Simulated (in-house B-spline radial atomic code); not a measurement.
**Tb³⁺: Hartree-Fock with and without relativity**

Wanted: relativistic shifts in Tb³⁺, shell by shell.

Method: Hartree-Fock averaged over the configuration, non-relativistic (point nucleus) and Dirac-Coulomb (finite nucleus); spherical all-electron atom at the radial basis limit. Code: in-house B-spline radial atomic code version 1.

## (1) The system

| Quantity | Value |
| --- | --- |
| element | terbium (Z = 65) |
| charge | +3 |
| electrons | 62 |
| configuration | [Xe] 4f8 |
| nucleus | point (non-relativistic run); Fermi, rms radius 5.060 fm (Dirac runs) |

The outer shells:

[Xe] 4f8
```
[Xe] core
4f [↑↓][↑ ][↑ ][↑ ][↑ ][↑ ][↑ ]
```

The boxes draw the filling by Hund's rule, which heavy ions in jj coupling don't follow; these runs average over all states of the configuration.

## (2) Non-relativistic run

Settings, as recorded:

```ini
Z = 65
electrons = 62.0
configuration = [Xe] 4f8
hamiltonian = nr
method = hf
spin_polarised = False
```

## (3) Dirac-Coulomb run

Settings, as recorded:

```ini
Z = 65
electrons = 62.0
configuration = [Xe] 4f8
hamiltonian = dirac
method = hf
spin_polarised = False
nucleus = fermi
rms_radius = 5.06
mass_number = 159
atomic_mass = 158.925353707
speed_of_light = 137.035999084
```

## (4) Dirac-Coulomb run in the lowest jj configuration, 1s2 2s2 2p6 3s2 3p6 3d10 4s2 4p6 4d10 4f-6 4f+2 5s2 5p6

In configurations, a minus sign after the shell means j = l − 1/2 and a plus sign j = l + 1/2; the count of electrons follows.

The settings differ from step 3 so:

```diff
@@ -2,3 +2,3 @@
 electrons = 62.0
-configuration = [Xe] 4f8
+configuration = 1s2 2s2 2p6 3s2 3p6 3d10 4s2 4p6 4d10 4f-6 4f+2 5s2 5p6
 hamiltonian = dirac
```

Before running: How much does each shell's level and mean radius change with the Dirac Hamiltonian, and the total energy?

The runs gave:

Levels and radii; the Dirac values are averaged over j with the occupations as weights.

| shell | ε non-rel. (eV) | ε Dirac (eV) | <r> non-rel. (bohr) | <r> Dirac (bohr) | change of <r> (%) |
| --- | --- | --- | --- | --- | --- |
| 1s | -49132.2 | -52337.1 | 0.02333 | 0.02150 | -7.84 |
| 2s | -7993.97 | -8823.09 | 0.09917 | 0.09088 | -8.36 |
| 2p | -7599.70 | -7866.30 | 0.08421 | 0.08059 | -4.30 |
| 3s | -1837.77 | -2034.94 | 0.2548 | 0.2382 | -6.54 |
| 3p | -1660.11 | -1730.87 | 0.2449 | 0.2368 | -3.30 |
| 3d | -1333.33 | -1319.76 | 0.2173 | 0.2163 | -0.49 |
| 4s | -406.81 | -453.93 | 0.5747 | 0.5411 | -5.84 |
| 4p | -334.73 | -350.44 | 0.5885 | 0.5719 | -2.82 |
| 4d | -205.29 | -201.93 | 0.6235 | 0.6234 | -0.01 |
| 5s | -80.318 | -87.616 | 1.405 | 1.321 | -6.01 |
| 5p | -57.721 | -59.286 | 1.555 | 1.514 | -2.66 |
| 4f | -50.524 | -45.237 | 0.7732 | 0.8043 | +4.03 |

**Reading.** The Dirac run lies -486.38 hartree (-4.3 %) from the non-relativistic one; the finite nucleus has a part in that. First-order perturbation theory (mass-velocity plus Darwin) gives -427.00 hartree, which is 88 % of the full shift. 2s shrinks most on the average over j, by -8.36 %, while 4f expands by 4.03 %, being screened better by the contracted inner s and p shells. Spin-orbit coupling splits the 4f level by 0.866 eV and the 2p level by 748.53 eV. The lowest jj configuration lies 4.434 eV below the average over the whole configuration. Breit terms add 10.8 hartree and QED terms 7.24 hartree.
